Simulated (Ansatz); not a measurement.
# WC: the cost of one run

Program: Ansatz 0.2.0. Level of theory: DFT PBE, scalar-relativistic, plane waves, PAW. These are calculated values, not measurements.

2 further runs of the same task are left out: 2 set aside as unsound or not needed.

## Step 1: The system as given

It takes space group P-6m2 (No. 187, hexagonal). Conventional cell: a = 2.922 Å, b = 2.922 Å, c = 2.847 Å, α = 90.00°, β = 90.00°, γ = 120.00°. W (site symmetry -6m2) is surrounded by 6 C at 2.21 Å. C (site symmetry -6m2) is surrounded by 6 W at 2.21 Å.

Coordinates:

```cif
data_structure
_symmetry_space_group_name_H-M 'P-6m2'
_symmetry_Int_Tables_number 187
_cell_length_a 2.9218
_cell_length_b 2.9218
_cell_length_c 2.8471
_cell_angle_alpha 90.000
_cell_angle_beta 90.000
_cell_angle_gamma 120.000
_cell_volume 21.05
loop_
_atom_site_label
_atom_site_type_symbol
_atom_site_symmetry_multiplicity
_atom_site_Wyckoff_symbol
_atom_site_fract_x
_atom_site_fract_y
_atom_site_fract_z
_atom_site_occupancy
W1 W 1 a 0.00000 0.00000 0.00000 1
C1 C 1 f 0.66667 0.33333 0.50000 1
```

It is the result of an earlier relaxation at this level (volume 10.52 Å³/atom; gap on the mesh: none (metal)).

## Step 2: Bulk reference on the slab's mesh

The input, input.yaml:

```yaml
crystal:
  lattice:
    - [2.8470769657, 0.0, 0.0]
    - [0.0, 2.9217712149, 0.0]
    - [0.0, -1.4608856074, 2.5303280961]
  atoms:
    - { symbol: W, position: [0.0, 0.0, 0.0] }
    - { symbol: C, position: [0.5, 0.3333333333, 0.6666666667] }
basis:
  ecutwfc: 420
kpoints:
  mp_grid: { grid: [12, 12, 14] }
hamiltonian:
  xc: pbe
scf:
  occupations: { method: gaussian, width: 0.1 }
output:
  forces: true
  stress: true
  eigenvalues: true
```

Command:

```bash
$ ansatz run input.yaml --threads 2 --pin off --max-ram 5120MiB --backend cpu --events-out ev --progress --plain --runs-dir out
```

**Question.** How long does this run take on 2 threads of Arm Neoverse V2, shared host, and how much memory does it need?

About 7.2 s, with a peak of 0.47 GiB.
